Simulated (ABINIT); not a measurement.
Here is an ABINIT 10.8.3 (patched build) calculation.

Contents of run.abi:

```
# Datasets: one volume each
ndtset 7
getwfk -1
scalecart1 3*0.9795861087
scalecart2 3*0.9864848297
scalecart3 3*0.9932883884
scalecart4 3*1.0000000000
scalecart5 3*1.0066227096
scalecart6 3*1.0131594038
scalecart7 3*1.0196128224

# Pseudopotentials
pp_dirpath "./"
pseudos "Bi_ONCV_PBE-1.2.upf, Te_ONCV_PBE-1.2.upf"

# Structure
acell 3*1.0
rprim
     0.0000000000     6.1132640132     6.1132640132
     6.1132640132     0.0000000000     6.1132640132
     6.1132640132     6.1132640132     0.0000000000
ntypat 2
znucl 83 52
natom 2
typat 1 2
xred
     0.0000000000     0.0000000000     0.0000000000
     0.5000000000     0.5000000000     0.5000000000

# Plane-wave basis
ecut 30.0

# k points
kptopt 1
ngkpt 7 7 7
nshiftk 1
shiftk 0.0 0.0 0.0

# Exchange and correlation
ixc 11

# Bands and occupations
nband 20
occopt 3
tsmear 0.05 eV

# SCF cycle
nstep 100
tolvrs 1.0e-10

# Output
iomode 3
prtwf 1
prtden 0
prteig 0
prtebands 0
enunit 1
```

Potentials or basis: SG15 NC PBE v1.2.

Command:

```sh
$ abinit run.abi > log 2>&1
```

**Question.** What does it give for the equilibrium volume?

**Answer.** 34.52 Å³/atom.

**Question.** What does it give for the bulk modulus?

**Answer.** 47 GPa.

**Question.** Estimate the pressure derivative of the bulk modulus.

**Answer.** 4.5.

Energy against volume, from the lowest point:
```csv
volume (Å³/atom),energy (meV/atom)
31.824,35.67
32.501,19.26
33.178,8.21
33.855,1.95
34.532,0.00
35.209,1.92
35.886,7.31
```

Caveat: pressures at fixed basis lie under the slope of the energies. PBE usually gives volumes a little too large and moduli too small.
